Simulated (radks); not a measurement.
# Spin polarisation of the 3p shell in P

The task here is to estimate one member of a computed series from the others.

Program: radks (a radial shooting solver on a logarithmic mesh, Libxc functionals) version 1. Level of theory: scalar-relativistic Kohn-Sham, PBE, spin-polarised, spherical densities, point nucleus. These are calculated values, not measurements, unless marked.

**Starting point**

| Quantity | Value |
| --- | --- |
| element | phosphorus (Z = 15) |
| charge | 0 |
| electrons | 15 |
| configuration | [Ne] 3s2 3p(up 1.5, down 1.5) |

A shell typed twice in an input gives spin up, then spin down.

The first run:

Input:

```text
Z 15
configuration [Ne] 3s2 3p1.5 3p1.5
relativity scalar-relativistic
functional pbe,pbe
spin polarised
nucleus point
c 137.035999084
```

Among the steps run: No moment.

One table of the session follows, with a row left open; its other results are not shown here.

It belongs to the step «No moment». Sizes of the orbitals, from the radial functions (bohr):

```
level     <r>  outermost maximum (interpolated)  90 % within  nodes
   1s       ?                                 ?            ?      ?
   2s  0.5197                             0.419        0.817      1
   2p  0.4853                             0.354        0.812      0
   3s   1.896                              1.58         2.89      2
   3p   2.373                              1.84         3.77      1
```

Q: Estimate the row for 1s from the others.

The run gave: <r>: 0.1036; outermost maximum (interpolated): 0.0676; 90 % within: 0.185; nodes: 0. In the column «<r>» it is the lowest.
